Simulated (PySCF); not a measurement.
# In²⁺: excitation energies in x2c-QZVPPall plus 1 even-tempered diffuse shell per l, part 2 of 2

Wanted: the excitation energy of indium, up a ladder of methods.

PySCF 2.14.0; x2c-QZVPPall plus 1 even-tempered diffuse shell per l, scalar relativity by spin-free X2C-1e. The scripts are equivalent inputs of a driver's runs.

## Step 3: In²⁺ [Kr] 4d10 5p1

#### UHF

The input, input.py:

```python
from pyscf import gto, scf, dft, mp, cc
import basis_set_exchange as bse
mol = gto.M(atom="In 0 0 0", charge=2, spin=1, symmetry="D2h",
            basis=gto.basis.parse(bse.get_basis("x2c-QZVPPall", elements=["In"], fmt="nwchem", augment_diffuse=1)),
            nucmod="G")
mf = scf.UHF(mol).sfx2c1e()
mf.irrep_nelec = {'Ag': (8, 8), 'B1g': (2, 2), 'B2g': (2, 2), 'B3g': (2, 2), 'B1u': (3, 3), 'B2u': (4, 3), 'B3u': (3, 3)}
mf.kernel()
```

Standard output:

```text
damping factor = 0
level_shift factor = 0
DIIS = <class 'pyscf.scf.diis.CDIIS'>
diis_start_cycle = 1
diis_space = 10
diis_damp = 0
SCF conv_tol = 1e-09
SCF conv_tol_grad = None
number electrons alpha = 24  beta = 23
cycle= 1 E= -5877.24318998494  delta_E= -0.000724  |g|= 0.00877  |ddm|= 0.0394
cycle= 2 E= -5877.24327009822  delta_E= -8.01e-05  |g|= 0.00423  |ddm|= 0.0122
cycle= 3 E= -5877.24329476249  delta_E= -2.47e-05  |g|= 0.00116  |ddm|= 0.00977
cycle= 4 E= -5877.24329602543  delta_E= -1.26e-06  |g|= 0.00048  |ddm|= 0.00275
cycle= 5 E= -5877.24329606755  delta_E= -4.21e-08  |g|= 5.66e-05  |ddm|= 0.000424
cycle= 6 E= -5877.24329607054  delta_E= -2.99e-09  |g|= 1.33e-05  |ddm|= 0.000103
cycle= 7 E= -5877.24329607076  delta_E= -2.24e-10  |g|= 3.36e-06  |ddm|= 2.54e-05
converged SCF energy = -5877.24329607076  <S^2> = 0.75206438  2S+1 = 2.0020633
```

It used 3.2 s of CPU time after the integrals (shared host).

The occupied shells:

| shell | electrons | mean orbital energy (eV) | spread (eV) | rms radius (bohr) |
| --- | --- | --- | --- | --- |
| 1s α | 1 | -28100.4 | 0 | 0.0340 |
| 1s β | 1 | -28100.3 | 0 | 0.0340 |
| 2s α | 1 | -4314.6 | 0 | 0.139 |
| 2s β | 1 | -4314.6 | 0 | 0.139 |
| 2p α | 3 | -3869.7 | 0.022 | 0.124 |
| 2p β | 3 | -3869.7 | 0.070 | 0.124 |
| 3s α | 1 | -873.48 | 0 | 0.371 |
| 3s β | 1 | -873.44 | 0 | 0.371 |
| 3p α | 3 | -723.87 | 0.033 | 0.372 |
| 3p β | 3 | -723.81 | 0.163 | 0.372 |
| 3d α | 5 | -491.18 | 0.127 | 0.352 |
| 3d β | 5 | -491.17 | 0.142 | 0.352 |
| 4s α | 1 | -163.60 | 0 | 0.908 |
| 4s β | 1 | -163.50 | 0 | 0.908 |
| 4p α | 3 | -116.84 | 0.069 | 0.988 |
| 4p β | 3 | -116.73 | 0.409 | 0.988 |
| 4d α | 5 | -46.833 | 0.319 | 1.25 |
| 4d β | 5 | -46.727 | 0.537 | 1.25 |
| 5p α | 1 | -19.705 | 0 | 3.13 |

⟨S²⟩ = 0.752, ⟨L²⟩ = 2.01.

Spin-orbit constants on these orbitals (cm⁻¹; bare nucleus, screened nucleus, mean field): 5p 2437, 2337, n/a. To first order in LS coupling the lowest level has J = 1/2 and lies 0.290 eV below the centre of the term.

#### LDA

input.py, as changed from the run before:

```diff
@@ -5,3 +5,3 @@
             nucmod="G")
-mf = scf.UHF(mol).sfx2c1e()
+mf = dft.UKS(mol, xc="LDA,VWN").sfx2c1e()
 mf.irrep_nelec = {'Ag': (8, 8), 'B1g': (2, 2), 'B2g': (2, 2), 'B3g': (2, 2), 'B1u': (3, 3), 'B2u': (4, 3), 'B3u': (3, 3)}
```

Standard output:

```text
damping factor = 0
level_shift factor = 0
DIIS = <class 'pyscf.scf.diis.CDIIS'>
diis_start_cycle = 1
diis_space = 10
diis_damp = 0
SCF conv_tol = 1e-09
SCF conv_tol_grad = None
number electrons alpha = 24  beta = 23
XC functionals = LDA,VWN
    P. A. M. Dirac.,  Math. Proc. Cambridge Philos. Soc. 26, 376 (1930)
    F. Bloch.,  Z. Phys. 57, 545 (1929)
    S. H. Vosko, L. Wilk, and M. Nusair.,  Can. J. Phys. 58, 1200 (1980)
cycle= 1 E= -5873.98306016152  delta_E= -0.05  |g|= 0.0843  |ddm|= 0.257
cycle= 2 E= -5873.98294617123  delta_E= 0.000114  |g|= 0.0765  |ddm|= 0.0459
cycle= 3 E= -5873.98348365699  delta_E= -0.000537  |g|= 0.0122  |ddm|= 0.0236
cycle= 4 E= -5873.98349986449  delta_E= -1.62e-05  |g|= 0.0006  |ddm|= 0.00374
cycle= 5 E= -5873.98349991229  delta_E= -4.78e-08  |g|= 4.95e-05  |ddm|= 0.000208
cycle= 6 E= -5873.98349991272  delta_E= -4.31e-10  |g|= 4.03e-06  |ddm|= 2.48e-05
converged SCF energy = -5873.98349991272  <S^2> = 0.75059827  2S+1 = 2.0005982
```

It used 1.2 s of CPU time after the integrals (shared host).

#### PBE

input.py, as changed from the run before:

```diff
@@ -5,3 +5,3 @@
             nucmod="G")
-mf = dft.UKS(mol, xc="LDA,VWN").sfx2c1e()
+mf = dft.UKS(mol, xc="PBE").sfx2c1e()
 mf.irrep_nelec = {'Ag': (8, 8), 'B1g': (2, 2), 'B2g': (2, 2), 'B3g': (2, 2), 'B1u': (3, 3), 'B2u': (4, 3), 'B3u': (3, 3)}
```

Standard output:

```text
damping factor = 0
level_shift factor = 0
DIIS = <class 'pyscf.scf.diis.CDIIS'>
diis_start_cycle = 1
diis_space = 10
diis_damp = 0
SCF conv_tol = 1e-09
SCF conv_tol_grad = None
number electrons alpha = 24  beta = 23
XC functionals = PBE
    J. P. Perdew, K. Burke, and M. Ernzerhof.,  Phys. Rev. Lett. 77, 3865 (1996)
    J. P. Perdew, K. Burke, and M. Ernzerhof.,  Phys. Rev. Lett. 78, 1396 (1997)
    J. P. Perdew, K. Burke, and M. Ernzerhof.,  Phys. Rev. Lett. 77, 3865 (1996)
    J. P. Perdew, K. Burke, and M. Ernzerhof.,  Phys. Rev. Lett. 78, 1396 (1997)
cycle= 1 E= -5879.41393431122  delta_E= -0.0306  |g|= 0.0396  |ddm|= 0.235
cycle= 2 E= -5879.41393087443  delta_E= 3.44e-06  |g|= 0.039  |ddm|= 0.031
cycle= 3 E= -5879.41407849926  delta_E= -0.000148  |g|= 0.00404  |ddm|= 0.0116
cycle= 4 E= -5879.4140803039  delta_E= -1.8e-06  |g|= 0.00026  |ddm|= 0.00143
cycle= 5 E= -5879.41408031421  delta_E= -1.03e-08  |g|= 3.16e-05  |ddm|= 0.000145
cycle= 6 E= -5879.4140803144  delta_E= -1.87e-10  |g|= 4.65e-06  |ddm|= 2.69e-05
converged SCF energy = -5879.4140803144  <S^2> = 0.75083698  2S+1 = 2.0008368
```

CPU time 1.9 s on a shared host, the integrals not counted.

#### PBE0

input.py, as changed from the run before:

```diff
@@ -5,3 +5,3 @@
             nucmod="G")
-mf = dft.UKS(mol, xc="PBE").sfx2c1e()
+mf = dft.UKS(mol, xc="PBE0").sfx2c1e()
 mf.irrep_nelec = {'Ag': (8, 8), 'B1g': (2, 2), 'B2g': (2, 2), 'B3g': (2, 2), 'B1u': (3, 3), 'B2u': (4, 3), 'B3u': (3, 3)}
```

Standard output:

```text
damping factor = 0
level_shift factor = 0
DIIS = <class 'pyscf.scf.diis.CDIIS'>
diis_start_cycle = 1
diis_space = 10
diis_damp = 0
SCF conv_tol = 1e-09
SCF conv_tol_grad = None
number electrons alpha = 24  beta = 23
XC functionals = PBE0
    C. Adamo and V. Barone.,  J. Chem. Phys. 110, 6158 (1999)
    M. Ernzerhof and G. E. Scuseria.,  J. Chem. Phys. 110, 5029 (1999)
cycle= 1 E= -5879.49714487435  delta_E= -0.0168  |g|= 0.0203  |ddm|= 0.174
cycle= 2 E= -5879.49723025613  delta_E= -8.54e-05  |g|= 0.00468  |ddm|= 0.0275
cycle= 3 E= -5879.49723350576  delta_E= -3.25e-06  |g|= 0.00172  |ddm|= 0.00412
cycle= 4 E= -5879.49723395816  delta_E= -4.52e-07  |g|= 0.000634  |ddm|= 0.0015
cycle= 5 E= -5879.49723403466  delta_E= -7.65e-08  |g|= 0.000142  |ddm|= 0.000447
cycle= 6 E= -5879.49723403989  delta_E= -5.23e-09  |g|= 1.22e-05  |ddm|= 0.000158
cycle= 7 E= -5879.49723403994  delta_E= -4.73e-11  |g|= 6.1e-07  |ddm|= 1.64e-05
converged SCF energy = -5879.49723403994  <S^2> = 0.75103694  2S+1 = 2.0010367
```

CPU time 3.4 s on a shared host, the integrals not counted.

#### r2SCAN

input.py, as changed from the run before:

```diff
@@ -5,3 +5,3 @@
             nucmod="G")
-mf = dft.UKS(mol, xc="PBE0").sfx2c1e()
+mf = dft.UKS(mol, xc="R2SCAN").sfx2c1e()
 mf.irrep_nelec = {'Ag': (8, 8), 'B1g': (2, 2), 'B2g': (2, 2), 'B3g': (2, 2), 'B1u': (3, 3), 'B2u': (4, 3), 'B3u': (3, 3)}
```

Standard output:

```text
damping factor = 0
level_shift factor = 0
DIIS = <class 'pyscf.scf.diis.CDIIS'>
diis_start_cycle = 1
diis_space = 10
diis_damp = 0
SCF conv_tol = 1e-09
SCF conv_tol_grad = None
number electrons alpha = 24  beta = 23
XC functionals = R2SCAN
    J. W. Furness, A. D. Kaplan, J. Ning, J. P. Perdew, and J. Sun.,  J. Phys. Chem. Lett. 11, 8208-8215 (2020)
    J. W. Furness, A. D. Kaplan, J. Ning, J. P. Perdew, and J. Sun.,  J. Phys. Chem. Lett. 11, 9248-9248 (2020)
    J. W. Furness, A. D. Kaplan, J. Ning, J. P. Perdew, and J. Sun.,  J. Phys. Chem. Lett. 11, 8208-8215 (2020)
    J. W. Furness, A. D. Kaplan, J. Ning, J. P. Perdew, and J. Sun.,  J. Phys. Chem. Lett. 11, 9248-9248 (2020)
cycle= 1 E= -5879.83978876044  delta_E= -0.0149  |g|= 0.0373  |ddm|= 0.193
cycle= 2 E= -5879.83987868117  delta_E= -8.99e-05  |g|= 0.0224  |ddm|= 0.0327
cycle= 3 E= -5879.83991027857  delta_E= -3.16e-05  |g|= 0.00551  |ddm|= 0.00666
cycle= 4 E= -5879.83991432738  delta_E= -4.05e-06  |g|= 0.000954  |ddm|= 0.0032
cycle= 5 E= -5879.83991452313  delta_E= -1.96e-07  |g|= 0.000117  |ddm|= 0.00083
cycle= 6 E= -5879.83991452713  delta_E= -4e-09  |g|= 7.17e-06  |ddm|= 0.000189
cycle= 7 E= -5879.83991452714  delta_E= -1e-11  |g|= 6.72e-07  |ddm|= 7.11e-06
converged SCF energy = -5879.83991452714  <S^2> = 0.75165042  2S+1 = 2.0016497
```

CPU time 4.4 s on a shared host, the integrals not counted.

#### MP2 (valence and next inner shell)

input.py, as changed from the run before:

```diff
@@ -5,4 +5,5 @@
             nucmod="G")
-mf = dft.UKS(mol, xc="R2SCAN").sfx2c1e()
+mf = scf.UHF(mol).sfx2c1e()
 mf.irrep_nelec = {'Ag': (8, 8), 'B1g': (2, 2), 'B2g': (2, 2), 'B3g': (2, 2), 'B1u': (3, 3), 'B2u': (4, 3), 'B3u': (3, 3)}
 mf.kernel()
+mp.UMP2(mf, frozen=14).kernel()
```

This step left no log, only its results.

CPU time 1.2 s on a shared host, the integrals not counted.

With 19 electrons correlated, the MP2 correlation energy is -0.59372 hartree (-0.20264 same spin, -0.39108 opposite spin); the SCS form gives -0.53684. Largest pairs of shells: 4d-4d -0.3306, 4p-4d -0.1275, 4p-4p -0.0434, 4s-4d -0.0336, 4d-5p -0.0321.

Radial density 4πr²ρ of In²⁺ at UHF, without picture-change correction:

| r (bohr) | density | spin density |
| --- | --- | --- |
| 0.000603 | 0.915 | 0.000 |
| 0.00101 | 2.14 | 0.000 |
| 0.00170 | 4.86 | 0.000 |
| 0.00287 | 10.6 | 0.000 |
| 0.00482 | 21.7 | 0.000 |
| 0.00811 | 39.2 | 0.000 |
| 0.0136 | 57.8 | 0.001 |
| 0.0230 | 62.8 | 0.003 |
| 0.0386 | 54.1 | 0.008 |
| 0.0649 | 68.5 | 0.014 |
| 0.109 | 76.5 | -0.001 |
| 0.184 | 54.9 | 0.002 |
| 0.309 | 62.7 | 0.016 |
| 0.520 | 21.0 | 0.022 |
| 0.874 | 21.9 | 0.006 |
| 1.47 | 7.09 | 0.090 |
| 2.47 | 0.898 | 0.454 |
| 4.16 | 0.151 | 0.148 |
| 7.00 | 0.00302 | 0.003 |

## Step 4: Orbital energies side by side

Highest occupied Hartree-Fock shell of each state: In²⁺ [Kr] 4d9 5s1 5p1 5p α at -23.179 eV; In²⁺ [Kr] 4d10 5p1 5p α at -19.705 eV.

## Step 5: The energy differences

Excitation energy: In²⁺ [Kr] 4d10 5s1 (2S) → In²⁺ [Kr] 4d9 5s1 5p1 (high-spin determinant).

| method | value (eV) |
| --- | --- |
| UHF | 19.649 |
| LDA | 21.081 |
| PBE | 20.851 |
| PBE0 | 20.791 |
| r2SCAN | 20.741 |
| MP2 (valence and next inner shell) | 20.956 |
| SCS-MP2 (valence and next inner shell) | 20.868 |

A first-order spin-orbit estimate (lowest level to lowest level, LS coupling) adds -0.158 eV. The determinant of In2+ mixes LS terms, which raises its energy at the Hartree-Fock and MP2 levels.

Excitation energy: In²⁺ [Kr] 4d10 5s1 (2S) → In²⁺ [Kr] 4d10 5p1 (2P).

| method | value (eV) |
| --- | --- |
| UHF | 7.011 |
| LDA | 7.558 |
| PBE | 7.372 |
| PBE0 | 7.320 |
| r2SCAN | 7.291 |
| MP2 (valence and next inner shell) | 7.527 |
| SCS-MP2 (valence and next inner shell) | 7.442 |

A first-order spin-orbit estimate (lowest level to lowest level, LS coupling) adds -0.290 eV.

The differences also use runs on In²⁺ [Kr] 4d10 5s1 (2S), which are not shown here.

## Step 6: Results

What follows sums up all 2 parts.

```
                                  quantity                                                     value
excitation energy, In²⁺ → [Kr] 4d9 5s1 5p1  UHF 19.649, MP2 (valence and next inner shell) 20.956 eV
   excitation energy, In²⁺ → [Kr] 4d10 5p1    UHF 7.011, MP2 (valence and next inner shell) 7.527 eV
```

The coupled-cluster values of one difference were set aside by the checks on these runs and are not quoted; the lower level shown rests on the same reference and is no safer. For the first difference the methods span 1.432 eV, from UHF (19.649) to LDA (21.081). No reference value is at hand in this session. The basis is finite, and no extrapolation was made.
